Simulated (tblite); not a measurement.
# C3H10Cl2Si4: the cost of one run

Computed with tblite 0.8.0 and PySCF 2.14.0, with density-fitted response routines of our own, on a single molecule in the gas phase. Atoms count from 0, in the outputs and in this text.

## (1) The molecule as given

19 atoms, charge 0, multiplicity 1; geometry from: force field or distance geometry start.

Bonds of the start (Å): C0–C1 1.34, C1–Si2 1.84, Si2–Si3 2.27, Si3–Cl4 2.08, Si3–Si5 2.24, Si5–C6 1.84, Si5–Si7 2.24, Si7–Cl8 2.09, Si7–Si2 2.22, C0–H9 1.07, C0–H10 1.07, C1–H11 1.09, Si2–H12 1.46, Si3–H13 1.44, Si5–H14 1.46, C6–H15 1.12, C6–H16 1.09, C6–H17 1.10, Si7–H18 1.46.

## (2) Relaxing the molecule with GFN2-xTB

Job settings and geometry (Å):

```
{"job": {"kind": "relax", "xc": "GFN2-xTB", "basis": "xTB"}, "charge": 0, "multiplicity": 1}
C      3.767300    -0.595600    -0.316400
C      2.476500    -0.943900    -0.260500
Si     1.256600     0.360900     0.180500
Si    -0.317700     0.546300    -1.440000
Cl     0.252800    -0.477100    -3.157600
Si    -1.716500    -0.569800    -0.095500
C     -3.360900     0.212900     0.190500
Si    -0.317400    -0.243800     1.618400
Cl    -0.849000     1.343800     2.875700
H      4.550600    -1.281700    -0.552100
H      3.994700     0.430800    -0.117900
H      2.123500    -1.961900    -0.432100
H      1.892600     1.620500     0.541200
H     -0.672100     1.918300    -1.704000
H     -1.846200    -1.951700    -0.543800
H     -4.009500    -0.500200     0.761300
H     -3.856200     0.482200    -0.741500
H     -3.293700     1.109500     0.825400
H     -0.085300    -1.475200     2.360900
```

Command:

```sh
OMP_NUM_THREADS=1 python probes_run.py task.json out
```

This one command runs all jobs of the session in turn.

**Question.** How long does this first job take on 1 thread of Arm Neoverse N1, shared host, and how much memory does it need?

About 4.2 s, with a peak of 0.18 GiB.
